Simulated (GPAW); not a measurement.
# Cd2Ag3 in GPAW: density of states with LDA

Aim: the density of states of Cd2Ag3 with LDA.

Everything below comes from runs of GPAW 26.7.0. Logs are shortened: lines on timing, memory, paths and dates and some standing lists are left out, and cuts for length are marked. The log counts tension as positive stress, the text compression.

## 1. The cell of the first run

The cell holds a slab with vacuum, 5 atoms: a = 3.021 Å, b = 3.021 Å, c = 24.567 Å, α = 90.00°, β = 90.00°, γ = 120.00°.

## 2. Density of states, LDA (the (0 0 1) slab of CdAg, cut from the database cell, not relaxed)

run.py reads:

```python
import numpy as np
from ase.dft.bandgap import bandgap
from ase.io import read, write
from ase.units import Bohr
from gpaw import GPAW

atoms = read('POSCAR')
atoms.pbc = (True, True, False)

calc = GPAW(mode='lcao',
            h=0.16,
            basis='dzp',
            xc='LDA',
            kpts={'size': (10, 10, 1), 'gamma': True},
            occupations={'name': 'fermi-dirac', 'width': 0.05},
            convergence={'density': 1e-05, 'energy': 1e-05},
            maxiter=150,
            poissonsolver={'dipolelayer': 'xy'},
            txt='gpaw.txt')
atoms.calc = calc
energy = atoms.get_potential_energy()
forces = atoms.get_forces()
calc.write('gs.gpw')
write('result.traj', atoms)
print(f'Energy: {energy:.6f} eV')
print('Forces (eV/A):')
print(forces.round(4))
print('Fermi level:', round(calc.get_fermi_level(), 4), 'eV')
print(f'Gap: {bandgap(calc)[0]:.4f} eV, direct: {bandgap(calc, direct=True)[0]:.4f} eV')

# fields on the real-space grid
write('density.cube', atoms, data=calc.get_pseudo_density() * Bohr**3)
write('potential.cube', atoms, data=calc.get_electrostatic_potential())

dense = calc.fixed_density(kpts={'size': (15, 15, 1), 'gamma': True}, update_fermi_level=True, txt='dos.txt')
ef = dense.get_fermi_level()
dos = dense.dos(shift_fermi_level=False)
energies = np.linspace(ef - 14, ef + 6, 401)
spins = [None]
columns = [energies] + [dos.raw_dos(energies, spin=s, width=0.2) for s in spins]
for symbol, l in [('Ag', 0), ('Ag', 1), ('Ag', 2), ('Cd', 0), ('Cd', 1), ('Cd', 2)]:
    for s in spins:
        columns.append(sum(dos.raw_pdos(energies, a=a.index, l=l, spin=s, width=0.2)
                           for a in atoms if a.symbol == symbol))
np.savetxt('dos.dat', np.array(columns).T, fmt='%.4f')
print('Fermi level on the dense mesh:', round(ef, 4), 'eV')
```

POSCAR reads:

```
Cd2Ag3
1.0
    3.0214094453      0.0000000000      0.0000000000
   -1.5107047225      2.6166173348      0.0000000000
    0.0000000000      0.0000000000     24.5667783488
Ag Cd Ag Cd Ag
1 1 1 1 1
Direct
    0.6666666667      0.3333333333      0.3052903353
    0.0000000000      0.0000000000      0.4026451677
    0.3333333333      0.6666666667      0.5000000000
    0.6666666667      0.3333333333      0.5973548323
    0.0000000000      0.0000000000      0.6947096647
```

Potentials or basis: the program's PAW data sets (release 1.2.1) made for this functional, lcao:dzp.

Command:

```bash
OMP_NUM_THREADS=1 python run.py
```

gpaw.txt:

```text
__  _  _
 | _ |_)|_||  |
 |__||  | ||/\| - 26.7.0

Input parameters:
  mode=LCAO(),
  basis={'default': 'dzp'},
  convergence={'density': 1e-05, 'energy': 1e-05},
  h=0.16,
  kpts=MonkhorstPack(size=(10, 10, 1), gamma=True),
  maxiter=150,
  occupations=Occupations(name='fermi-dirac', width=0.05),
  poissonsolver=PoissonSolver(dipolelayer='xy'),
  xc=XC(name='LDA')

       Ag

            Cd

         Ag

       Cd

            Ag

Atoms  # Å, Bohr magnetons
|   | symbol |         x |        y |         z |    initial magnetic moments |
|---|--------|-----------|----------|-----------|-----------------------------|
| 0 |     Ag |  1.510705 | 0.872206 |  7.500000 | ( 0.0000,  0.0000,  0.0000) |
| 1 |     Cd |  0.000000 | 0.000000 |  9.891695 | ( 0.0000,  0.0000,  0.0000) |
| 2 |     Ag | -0.000000 | 1.744412 | 12.283389 | ( 0.0000,  0.0000,  0.0000) |
| 3 |     Cd |  1.510705 | 0.872206 | 14.675084 | ( 0.0000,  0.0000,  0.0000) |
| 4 |     Ag |  0.000000 | 0.000000 | 17.066778 | ( 0.0000,  0.0000,  0.0000) |

Unit cell  # Å
| periodic |         x |        y |         z |   lengths |     angles |
|----------|-----------|----------|-----------|-----------|------------|
|      yes |  3.021409 | 0.000000 |  0.000000 |  3.021409 |  90.000000 |
|      yes | -1.510705 | 2.616617 |  0.000000 |  3.021409 |  90.000000 |
|       no |  0.000000 | 0.000000 | 24.566778 | 24.566778 | 120.000000 |

Number of symmetries: 6
Symmetry operations  # r_c * U_cc + t_c -> r_c
|   | kind |            matrix            |
|---|------|------------------------------|
| 0 |  σ   |  1, 1, 0,  0,-1, 0,  0, 0, 1 |
| 1 |  E   |  1, 0, 0,  0, 1, 0,  0, 0, 1 |
| 2 |  C3  |  0, 1, 0, -1,-1, 0,  0, 0, 1 |
| 3 |  σ   |  0,-1, 0, -1, 0, 0,  0, 0, 1 |
| 4 |  σ   | -1, 0, 0,  1, 1, 0,  0, 0, 1 |
| 5 |  C3  | -1,-1, 0,  1, 0, 0,  0, 0, 1 |

BZ-sampling:
  Number of BZ points: 100
  Number of IBZ points: 14

  Monkhorst-Pack size: [10, 10, 1]
  Monkhorst-Pack shift: [0.05, 0.05, 0.0]

K-points  # in reciprocal-cell coordinates
|     |                                coordinates |     weight |
|-----|--------------------------------------------|------------|
|   0 | (  0.00000000,   0.00000000,   0.00000000) | 0.01000000 |
|   1 | (  0.10000000,   0.00000000,   0.00000000) | 0.06000000 |
|   2 | (  0.20000000,  -0.10000000,   0.00000000) | 0.06000000 |
|   3 | (  0.20000000,   0.00000000,   0.00000000) | 0.06000000 |
|   4 | (  0.30000000,  -0.10000000,   0.00000000) | 0.12000000 |
|   5 | (  0.30000000,   0.00000000,   0.00000000) | 0.06000000 |
|   6 | (  0.40000000,  -0.20000000,   0.00000000) | 0.06000000 |
|   7 | (  0.40000000,  -0.10000000,   0.00000000) | 0.12000000 |
|   8 | (  0.40000000,   0.00000000,   0.00000000) | 0.06000000 |
|   9 | (  0.40000000,   0.30000000,   0.00000000) | 0.06000000 |
| ... |                                            |            |
|  13 | (  0.50000000,   0.50000000,   0.00000000) | 0.03000000 |

basis functions: 123
Spin-components: 1 (collinear spins)
Bands:           49
Projectors:      30
Spin-degeneracy: 2
Datatype:        <class 'complex'>

Parallelization:
  kpt:    1
  domain: 1
  band:   1

Density:
  Valence electrons: 75.0
  Components: 1
  Grid points: [ 16  16 152]
  Charge: 0.0  # |e|

Potential:
  Grid points: [ 16  16 152]

species:
  Ag:
    name:    Silver
    Z:       47.0
    valence: 17
    core:    30
    charge:  0.0  # [|e|]
    compensation charges:
      type: gauss
      rc: 0.40  # [Å]
      lmax: 2
    cutoffs:
      filter: 2.35  # [Å]
      core: 2.19  # [Å]
    projectors
    | kind |    occ | energy [eV] | rcut [Å] |
    |------|--------|-------------|----------|
    |   5s |  1.000 |      -4.708 |    1.286 |
    |   4p |  6.000 |     -58.678 |    1.328 |
    |   5p |  0.000 |      -0.844 |    1.328 |
    |   4d | 10.000 |      -7.664 |    1.180 |
    |    s |        |      22.503 |    1.286 |
    |    d |        |      19.547 |    1.180 |

    LCAO basis set for Ag:
      Name: dzp
      File: <dir>
      Number of radial functions: 9
      Number of spherical harmonics: 27
        l=0, rc=9.2812 Bohr: 5s-sz confined orbital
        l=1, rc=3.3750 Bohr: 4p-sz confined orbital
        l=1, rc=14.2344 Bohr: 5p-sz confined orbital
        l=2, rc=5.4531 Bohr: 4d-sz confined orbital
        l=0, rc=5.5156 Bohr: 5s-dz split-valence wave
        l=1, rc=2.3281 Bohr: 4p-dz split-valence wave
        l=1, rc=8.7656 Bohr: 5p-dz split-valence wave
        l=2, rc=3.2656 Bohr: 4d-dz split-valence wave
        l=1, rc=9.2812 Bohr: p-type Gaussian polarization
      Number of RI-basis functions 0

  Cd:
    name:    Cadmium
    Z:       48.0
    valence: 12
    core:    36
    charge:  0.0  # [|e|]
    compensation charges:
      type: gauss
      rc: 0.38  # [Å]
      lmax: 2
    cutoffs:
      filter: 2.12  # [Å]
      core: 2.62  # [Å]
[... 69 lines left out ...]
| 2 |     Ag | -0.000000 | 1.744412 | 12.283389 | ( 0.0000,  0.0000,  0.0000) |
| 3 |     Cd |  1.510705 | 0.872206 | 14.675084 | ( 0.0000,  0.0000,  0.0000) |
| 4 |     Ag |  0.000000 | 0.000000 | 17.066778 | ( 0.0000,  0.0000,  0.0000) |

Unit cell  # Å
| periodic |         x |        y |         z |   lengths |     angles |
|----------|-----------|----------|-----------|-----------|------------|
|      yes |  3.021409 | 0.000000 |  0.000000 |  3.021409 |  90.000000 |
|      yes | -1.510705 | 2.616617 |  0.000000 |  3.021409 |  90.000000 |
|       no |  0.000000 | 0.000000 | 24.566778 | 24.566778 | 120.000000 |

Number of symmetries: 6
Symmetry operations  # r_c * U_cc + t_c -> r_c
|   | kind |            matrix            |
|---|------|------------------------------|
| 0 |  σ   |  1, 1, 0,  0,-1, 0,  0, 0, 1 |
| 1 |  E   |  1, 0, 0,  0, 1, 0,  0, 0, 1 |
| 2 |  C3  |  0, 1, 0, -1,-1, 0,  0, 0, 1 |
| 3 |  σ   |  0,-1, 0, -1, 0, 0,  0, 0, 1 |
| 4 |  σ   | -1, 0, 0,  1, 1, 0,  0, 0, 1 |
| 5 |  C3  | -1,-1, 0,  1, 0, 0,  0, 0, 1 |

BZ-sampling:
  Number of BZ points: 100
  Number of IBZ points: 14

  Monkhorst-Pack size: [10, 10, 1]
  Monkhorst-Pack shift: [0.05, 0.05, 0.0]

K-points  # in reciprocal-cell coordinates
|     |                                coordinates |     weight |
|-----|--------------------------------------------|------------|
|   0 | (  0.00000000,   0.00000000,   0.00000000) | 0.01000000 |
|   1 | (  0.10000000,   0.00000000,   0.00000000) | 0.06000000 |
|   2 | (  0.20000000,  -0.10000000,   0.00000000) | 0.06000000 |
|   3 | (  0.20000000,   0.00000000,   0.00000000) | 0.06000000 |
|   4 | (  0.30000000,  -0.10000000,   0.00000000) | 0.12000000 |
|   5 | (  0.30000000,   0.00000000,   0.00000000) | 0.06000000 |
|   6 | (  0.40000000,  -0.20000000,   0.00000000) | 0.06000000 |
|   7 | (  0.40000000,  -0.10000000,   0.00000000) | 0.12000000 |
|   8 | (  0.40000000,   0.00000000,   0.00000000) | 0.06000000 |
|   9 | (  0.40000000,   0.30000000,   0.00000000) | 0.06000000 |
| ... |                                            |            |
|  13 | (  0.50000000,   0.50000000,   0.00000000) | 0.03000000 |

basis functions: 123
Spin-components: 1 (collinear spins)
Bands:           49
Projectors:      30
Spin-degeneracy: 2
Datatype:        <class 'complex'>

Parallelization:
  kpt:    1
  domain: 1
  band:   1

Density:
  Valence electrons: 75.0
  Components: 1
  Grid points: [ 16  16 152]
  Charge: 0.0  # |e|

Potential:
  Grid points: [ 16  16 152]

species:
  Ag:
    name:    Silver
    Z:       47.0
    valence: 17
    core:    30
    charge:  0.0  # [|e|]
    compensation charges:
      type: gauss
      rc: 0.40  # [Å]
      lmax: 2
    cutoffs:
      filter: 2.35  # [Å]
      core: 2.19  # [Å]
    projectors
    | kind |    occ | energy [eV] | rcut [Å] |
    |------|--------|-------------|----------|
    |   5s |  1.000 |      -4.708 |    1.286 |
    |   4p |  6.000 |     -58.678 |    1.328 |
    |   5p |  0.000 |      -0.844 |    1.328 |
    |   4d | 10.000 |      -7.664 |    1.180 |
    |    s |        |      22.503 |    1.286 |
    |    d |        |      19.547 |    1.180 |

    LCAO basis set for Ag:
      Name: dzp
      File: <dir>
      Number of radial functions: 9
      Number of spherical harmonics: 27
        l=0, rc=9.2812 Bohr: 5s-sz confined orbital
        l=1, rc=3.3750 Bohr: 4p-sz confined orbital
        l=1, rc=14.2344 Bohr: 5p-sz confined orbital
        l=2, rc=5.4531 Bohr: 4d-sz confined orbital
        l=0, rc=5.5156 Bohr: 5s-dz split-valence wave
        l=1, rc=2.3281 Bohr: 4p-dz split-valence wave
        l=1, rc=8.7656 Bohr: 5p-dz split-valence wave
        l=2, rc=3.2656 Bohr: 4d-dz split-valence wave
        l=1, rc=9.2812 Bohr: p-type Gaussian polarization
      Number of RI-basis functions 0

  Cd:
    name:    Cadmium
    Z:       48.0
    valence: 12
    core:    36
    charge:  0.0  # [|e|]
    compensation charges:
      type: gauss
      rc: 0.38  # [Å]
      lmax: 2
    cutoffs:
      filter: 2.12  # [Å]
      core: 2.62  # [Å]
    projectors
    | kind |    occ | energy [eV] | rcut [Å] |
    |------|--------|-------------|----------|
    |   5s |  2.000 |      -5.950 |    1.191 |
    |   5p |  0.000 |      -1.328 |    1.228 |
    |   4d | 10.000 |     -11.904 |    1.164 |
    |    s |        |      21.261 |    1.191 |
    |    p |        |      25.883 |    1.228 |
    |    d |        |      15.307 |    1.164 |

    LCAO basis set for Cd:
      Name: dzp
      File: <dir>
      Number of radial functions: 7
      Number of spherical harmonics: 21
        l=0, rc=8.5781 Bohr: 5s-sz confined orbital
        l=1, rc=12.6406 Bohr: 5p-sz confined orbital
        l=2, rc=4.9062 Bohr: 4d-sz confined orbital
        l=0, rc=5.0625 Bohr: 5s-dz split-valence wave
        l=1, rc=7.7188 Bohr: 5p-dz split-valence wave
        l=2, rc=2.9844 Bohr: 4d-dz split-valence wave
        l=1, rc=8.5781 Bohr: p-type Gaussian polarization
      Number of RI-basis functions 0

Reference energy: -737465.530064  # eV

eigensolver:
  <gpaw.new.lcao.eigensolver.LCAOEigensolver object>
density mixing:
  MSR1-Mixer
  Pratt-step length: 0.05
  Maximum mixing coefficient: 0.75
  Old densities: 10
  SVD Regularization: 0.005
  Good broyden scale: 1.0
  Trust region scale: 1.0
  Backstep threshold: 4.0
  History deletion threshold: 6.0
  Fourier metric: weight=20.0, sigma=0.015

occupation numbers:
  Fermi-Dirac:
    width: 0.0500  # eV

FastPoissonSolver using
    Stencil: 8*3+1=25 point O(h^6) finite-difference Laplacian
    FFT axes: [np.int64(0), np.int64(1)]
    FST axes: [np.int64(2)]

Dipole correction along z-axis
xc functional:
  name: None
interpolation: tri-quintic # 5. degree polynomial

convergence criteria:
- Maximum integral of absolute [dens]ity change: 1e-05 electrons / valence electron
- Maximum [total energy] change in last 3 cyles: 1e-05 eV / valence electron
- Maximum integral of absolute [eigenst]ate change: 4e-08 eV^2 / valence electron
maximum number of iterations: 150

SCF iterations
|iter     | |      energy | eigst |  dens |
|---------|-|-------------|-------|-------|
|iter:   1| |  -15.459269 |      c|       |
|iter:   2| |  -13.935813 |      c| -1.17 |
|iter:   3| |  -13.293510 |      c| -1.26 |
|iter:   4| |  -12.313340 |      c| -1.50 |
|iter:   5| |  -16.839185 |      c| -1.98 |
|iter:   6| |  -12.264419 |      c| -1.34 |
|iter:   7| |  -12.279274 |      c| -2.23 |
|iter:   8| |  -12.288915 |      c| -2.32 |
|iter:   9| |  -12.252889 |      c| -2.32 |
|iter:  10| |  -12.250637 |      c| -2.87 |
|iter:  11| |  -12.250528 |      c| -3.65 |
|iter:  12| |  -12.250524c|      c| -4.09 |
|iter:  13| |  -12.250531c|      c| -4.89 |
|iter:  14| |  -12.250527c|      c| -5.29c|

Converged in 14 steps
Energy contributions relative to reference atoms: (reference = -737465.530064)

Energy contributions:
  Kinetic:         -42.626472
  Coulomb:          40.959773
  Zero:              0.087285
  External:          0.000000
  Xc:              -10.658395
  Entropy:          -0.025436
  Spinorbit:         0.000000
  ----------------------------
  Free energy:     -12.263246
  Extrapolated:    -12.250527

dipole moment: (-7.163342, -18.507682, -0.000010)  # |e|*Ang

Fermi level: -4.858
Eigenvalues  # (at kpt = [0.000, 0.000, 0.000])
| band index |      eig [eV] | occ [0-2] |
|------------|---------------|-----------|
|          0 |       -60.605 |     2.000 |
|        ... |               |           |
|         32 |        -8.896 |     2.000 |
|         33 |        -8.430 |     2.000 |
|         34 |        -8.429 |     2.000 |
|         35 |        -8.427 |     2.000 |
|         36 |        -8.426 |     2.000 |
|         37 |        -8.364 |     2.000 |
[... 9 lines left out ...]
|         47 |        10.023 |     0.000 |
|         48 |        10.616 |     0.000 |

No gap
No difference between direct/indirect transitions
vacuum-level: 0.000  # V
Workfunctions: 4.858, 4.858 eV (top, bottom)

Forces  # eV/Ang
|        x |        y |        z |
|----------|----------|----------|
| -0.00000 | -0.00000 |  0.37538 |  # Ag   0
|  0.00000 | -0.00000 |  0.06588 |  # Cd   1
| -0.00000 |  0.00000 |  0.00101 |  # Ag   2
|  0.00000 | -0.00000 | -0.07097 |  # Cd   3
| -0.00000 |  0.00000 | -0.36680 |  # Ag   4

# Writing to gs.gpw (mode='')
```

It took 11 min on 1 thread of Arm Neoverse V1, shared host; peak memory 0.49 GiB.

What came out:

- Free energy: -12.2632 eV
- Largest force: 0.375 eV/Å
- Band gap on the k mesh: none (metal or under the smearing width)
- Density of states at the Fermi level: 1.79 states/eV per cell

Forces in eV/Å, atoms in the order of the input:
```
Ag   0.000  0.000  0.375
Cd   0.000  0.000  0.066
Ag   0.000  0.000  0.001
Cd   0.000  0.000 -0.071
Ag   0.000  0.000 -0.367
```

States per cell in windows of 1 eV (zero at the Fermi level; states under -8 eV left out):
| from (eV) | total |
| --- | --- |
| -8.0 | 0.68 |
| -7.0 | 0.82 |
| -6.0 | 5.50 |
| -5.0 | 14.28 |
| -4.0 | 11.03 |
| -3.0 | 1.64 |
| -2.0 | 1.44 |
| -1.0 | 1.54 |
| 0.0 | 1.82 |
| 1.0 | 1.62 |
| 2.0 | 1.46 |
| 3.0 | 1.74 |
| 4.0 | 2.25 |
| 5.0 | 2.65 |

Caveat: the real-space grid adds noise to forces; the basis of atomic orbitals isn't converged, which shifts pressures, moduli and gaps.
